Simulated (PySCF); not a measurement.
**C₄H₇BFN: electronic excitations**

Aim: predict the electronic excitations of C₄H₇BFN (`[BH3-][N+]#C/C=C\CF`).

The runs use PySCF 2.14.0, with density-fitted response routines of our own; the level of theory stands in each step. All values are computed, except where a source is named. Atoms are numbered from 0 throughout.

**1. The starting structure**

14 atoms, charge 0, multiplicity 1; geometry from: GFN2-xTB.

Bonds of the start (Å): B0–N1 1.45, N1–C2 1.16, C2–C3 1.39, C3–C4 1.34, C4–C5 1.49, C5–F6 1.37, B0–H7 1.19, B0–H8 1.19, B0–H9 1.19, C3–H10 1.08, C4–H11 1.08, C5–H12 1.10, C5–H13 1.10.

**2. TDDFT and polarisability: wB97X-D/def2-SVPD**

Job settings and geometry (Å):

```
{"job": {"kind": "uv", "xc": "wB97X-D", "basis": "def2-SVPD", "nstates": 8, "ntriplets": 3}, "charge": 0, "multiplicity": 1}
B      2.871886     0.199745    -0.038273
N      1.492384     0.314388     0.386030
C      0.385418     0.398923     0.712384
C     -0.946714     0.498274     1.109343
C     -1.965192     0.037946     0.370923
C     -1.792658    -0.629244    -0.952051
F     -3.008460    -0.989572    -1.468525
H      3.426299    -0.422147     0.816395
H      3.292826     1.315365    -0.091093
H      2.858767    -0.352611    -1.094222
H     -1.120441     0.977315     2.063310
H     -2.983166     0.135347     0.715980
H     -1.316851     0.037215    -1.683545
H     -1.194776    -1.546306    -0.868822
```

With the program's defaults for keys left out, this is: TDDFT wB97X-D/def2-SVPD, vertical, gas phase, core orbitals frozen in the response.

On the command line:

```console
OMP_NUM_THREADS=1 python probes_run.py task.json out
```

The driver reads the jobs from task.json and runs them one after another.

What will the session give for the following? lowest singlet (wB97X-D/def2-SVPD); brightest single state of those computed; lowest triplet; surface potential, 1st and 99th percentile. Wanted: lowest singlet; brightest single state of those computed; lowest triplet; surface potential, 1st and 99th percentile.

**Answer**, as computed:

| quantity | value |
| --- | --- |
| lowest singlet (wB97X-D/def2-SVPD) | 4.68 eV (265 nm), f = 0.002 |
| brightest single state of those computed | state 4, 6.44 eV, f = 0.387 |
| lowest triplet | 3.28 eV |
| surface potential, 1st and 99th percentile | -1.45 V and 1.93 V |

The first singlet state (HOMO−1→LUMO 0.93) lies at 4.68 eV and is weak; of the 8 states computed, the strongest absorption comes from state 4 at 6.44 eV. The lowest triplet lies 1.40 eV below the lowest singlet (triplets in Tamm-Dancoff, singlets in full TDDFT). At wB97X-D/def2-SVPD, counted by nearest atom on the grid, the HOMO lies on H7, H8 about 27 % each; B0 13 %, the LUMO on C4 31 %; N1 16 %.
